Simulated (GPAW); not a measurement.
Mg3TiO4:

```xyz
8
Lattice="4.3137 0.0000 0.0000 0.0000 4.3137 0.0000 0.0000 0.0000 4.3137" Properties=species:S:1:pos:R:3 pbc="T T T"
Ti    0.0000    0.0000    0.0000
Mg    2.1568    2.1568    0.0000
Mg    2.1568    0.0000    2.1568
Mg    0.0000    2.1568    2.1568
O     0.0000    2.1568    0.0000
O     0.0000    0.0000    2.1568
O     2.1568    2.1568    2.1568
O     2.1568    0.0000    0.0000
```

The cell comes from a database or a generator and needn't be the stable form of this composition.

Base run:

| Item | Value |
| --- | --- |
| Program | GPAW 26.7.0 |
| Functional | PBE |
| Potentials or basis | GPAW PAW data sets (gpaw-data 1.2.1) |
| Cutoff | 600 eV |
| Basis | pw |
| k mesh | 5 × 5 × 5 |
| Occupations | fermi-dirac, width 0.05 eV |
| Spin | no spin polarisation |

Its results: band gap on the k mesh none (metal or under the smearing width); pressure -7.6 GPa.

Q: The run is repeated on the same cell with these changes: functional from PBE to LDA; potentials or basis from GPAW PAW data sets (gpaw-data 1.2.1) to the program's PAW data sets (release 1.2.1) made for this functional. What comes out?

A: Band gap on the k mesh none (metal or under the smearing width); pressure -18.5 GPa.

Caveats: the cutoff is short for stress and forces, so pressures can be off by a GPa or more; semilocal functionals often make such compounds metallic where correlation or magnetic order opens a gap, which also shifts bond lengths; so large a pressure means that the cell lies far from this level's equilibrium, or that cutoff or potentials fall short (some runs).
